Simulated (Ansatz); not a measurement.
# Li3Ta2Sb3: the cost of one run

Computed with Ansatz 0.2.0 (DFT PBE, scalar-relativistic, plane waves, PAW, unless a step's input says otherwise).

### 1 Starting point

Symmetry: Pm-3m, No. 221, cubic system. Conventional cell: a = 5.599 Å, b = 5.599 Å, c = 5.599 Å, α = 90.00°, β = 90.00°, γ = 90.00°. Around Li (site symmetry 4/mmm) lie 2 Ta at 2.80 Å and 4 Sb at 2.80 Å. Ta (site symmetry m-3m) is surrounded by 6 Sb at 2.80 Å. Ta (site symmetry m-3m) is surrounded by 6 Li at 2.80 Å. Around Sb (site symmetry 4/mmm) lie 4 Li at 2.80 Å and 2 Ta at 2.80 Å.

Structure file:

```cif
data_structure
_symmetry_space_group_name_H-M 'P 1'
_symmetry_Int_Tables_number 1
_cell_length_a 5.5994
_cell_length_b 5.5994
_cell_length_c 5.5994
_cell_angle_alpha 90.000
_cell_angle_beta 90.000
_cell_angle_gamma 90.000
_cell_volume 175.56
loop_
_atom_site_label
_atom_site_type_symbol
_atom_site_fract_x
_atom_site_fract_y
_atom_site_fract_z
_atom_site_occupancy
Li1 Li 0.00000 0.50000 0.50000 1
Li2 Li 0.50000 0.00000 0.50000 1
Li3 Li 0.50000 0.50000 0.00000 1
Ta1 Ta 0.00000 0.00000 0.00000 1
Ta2 Ta 0.50000 0.50000 0.50000 1
Sb1 Sb 0.50000 0.00000 0.00000 1
Sb2 Sb 0.00000 0.50000 0.00000 1
Sb3 Sb 0.00000 0.00000 0.50000 1
```

A structure generator made this guess: random cell by space group and Wyckoff sites (Pm-3m, No. 221). Lengths come from tabulated atomic sizes and are only a guess.

### 2 A first look at the guess

input.yaml

```yaml
crystal:
  lattice:
    - [5.59935665, 0.0, 0.0]
    - [0.0, 5.59935665, 0.0]
    - [0.0, 0.0, 5.59935665]
  atoms:
    - { symbol: Li, position: [0.0, 0.5, 0.5] }
    - { symbol: Li, position: [0.5, 0.0, 0.5] }
    - { symbol: Li, position: [0.5, 0.5, 0.0] }
    - { symbol: Ta, position: [0.0, 0.0, 0.0] }
    - { symbol: Ta, position: [0.5, 0.5, 0.5] }
    - { symbol: Sb, position: [0.5, 0.0, 0.0] }
    - { symbol: Sb, position: [0.0, 0.5, 0.0] }
    - { symbol: Sb, position: [0.0, 0.0, 0.5] }
basis:
  ecutwfc: 420
kpoints:
  mp_grid: { grid: [4, 4, 4] }
hamiltonian:
  xc: pbe
scf:
  occupations: { method: gaussian, width: 0.1 }
  lower_state_search: "off"
output:
  forces: true
  stress: true
  eigenvalues: true
```

Run with:

```bash
$ ansatz run input.yaml --threads 1 --pin off --max-ram 2048MiB --backend cpu --events-out ev --progress --plain --runs-dir out
```

Q: Estimate wall time and peak memory on 1 thread of Arm Neoverse V2, shared host.

About 4.3 s, with a peak of 0.42 GiB.
